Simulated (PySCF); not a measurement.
# GeCl2 (SMILES [Cl][Ge][Cl]): MP2/STO-3G

Aim: the vertical ionisation energy of GeCl2 at MP2/STO-3G, from 2 runs. The job is set up through a Python script.

Program for the calculation: PySCF 2.14.0.

4 further runs of the same task are left out: 4 set aside as unsound or not needed.

**1. The structure to begin with**

GeCl2 has 3 atoms, charge 0, and is taken as a singlet. As SMILES, `[Cl][Ge][Cl]`. Geometry: a GFN2-xTB relaxation, a rough one for these elements and not checked as a minimum.

Bond lengths: Ge1–Cl2 2.162 Å, Ge1–Cl3 2.162 Å. Angles: Cl2–Ge1–Cl3 99.5°.

**2. The energy at MP2/STO-3G**

The input, start.xyz:

```xyz
3
Cl2Ge
Ge     0.004890    -0.007110    -0.931180
Cl     1.647840    -0.018820     0.474730
Cl    -1.652730     0.025930     0.456450
```

The input, calc.py:

```python
from pyscf import gto, scf, mp

mol = gto.M(
    atom='start.xyz',
    charge=0,
    basis='sto-3g',
    verbose=3,
    max_memory=1860,
)

mf = scf.RHF(mol)
mf.conv_tol = 1e-10
mf.kernel()
if not mf.converged:
    mf = mf.newton().run(mf.mo_coeff, mf.mo_occ)

pt = mp.MP2(mf, frozen=19).run()
energy = pt.e_tot
print('E = %.10f Eh' % energy)
```

Command:

```console
OMP_NUM_THREADS=1 python calc.py
```

The program printed:

```text
converged SCF energy = -2961.00327941357
E(RMP2) = -2961.04063915142  E_corr = -0.0373597378455966
E(SCS-RMP2) = -2961.04338439426  E_corr = -0.0401049806840167
E = -2961.0406391514 Eh
```

Wall time 0.95 s (1 thread of Arm Neoverse V1, shared host); peak memory 0.12 GiB.

**3. The doublet cation, same level**

The input, run.py:

```python
from pyscf import gto, mp

mol = gto.M(
    atom='''
Ge     0.009241    -0.013436    -1.759675
Cl     3.113966    -0.035565     0.897110
Cl    -3.123207     0.049001     0.862565
''',
    max_memory=1860,
    unit='bohr',
    verbose=3,
    charge=1,
    spin=1,
    basis='sto-3g',
)

mf = mol.UHF()
mf.conv_tol = 1e-10
mf.kernel()
if not mf.converged:
    mf = mf.newton().run(mf.mo_coeff, mf.mo_occ)

pt = mp.MP2(mf, frozen=19).run()
etot = pt.e_tot
print(f'total energy: {etot:.8f} hartree')
```

Command:

```console
OMP_NUM_THREADS=1 python run.py
```

The program printed:

```text
converged SCF energy = -2960.71340355541  <S^2> = 0.7697358  2S+1 = 2.0196394
E(UMP2) = -2960.75759058056  E_corr = -0.0441870251436485
E(SCS-UMP2) = -2960.75856179108  E_corr = -0.0451582356676488
total energy: -2960.75759058 hartree
```

It took 0.99 s on 1 thread of Arm Neoverse V1, shared host; peak memory 0.12 GiB.

**4. Summary of results**

At MP2/STO-3G, 19 core orbitals frozen:

```
                                                                  quantity           value
                                               singlet GeCl2: total energy  -2961.04064 Eh
                       singlet GeCl2: dipole moment (Hartree–Fock density)          2.90 D
                        singlet GeCl2: HOMO energy (Hartree–Fock orbitals)        -8.26 eV
                        singlet GeCl2: LUMO energy (Hartree–Fock orbitals)         2.85 eV
                      singlet GeCl2: HOMO–LUMO gap (Hartree–Fock orbitals)        11.10 eV
               singlet GeCl2: correlation energy (19 core orbitals frozen)       -37.4 mEh
                                              doublet cation: total energy  -2960.75759 Eh
doublet cation: HOMO energy (Hartree–Fock orbitals) (highest over α and β)       -17.05 eV
 doublet cation: LUMO energy (Hartree–Fock orbitals) (lowest over α and β)        -7.49 eV
              doublet cation: correlation energy (19 core orbitals frozen)       -44.2 mEh
                         doublet cation: ⟨S²⟩ of the reference determinant           0.770
                        vertical ionisation energy (to the doublet cation)        7.702 eV
```

**Reading.** The vertical ionisation energy comes to 7.70 eV (178 kcal/mol). In a minimal basis such a difference can be off by several eV, whatever the method. Mulliken charges (singlet GeCl2) of the mean-field density run from -0.38 on Cl2 to +0.77 on Ge1; they depend strongly on the basis.
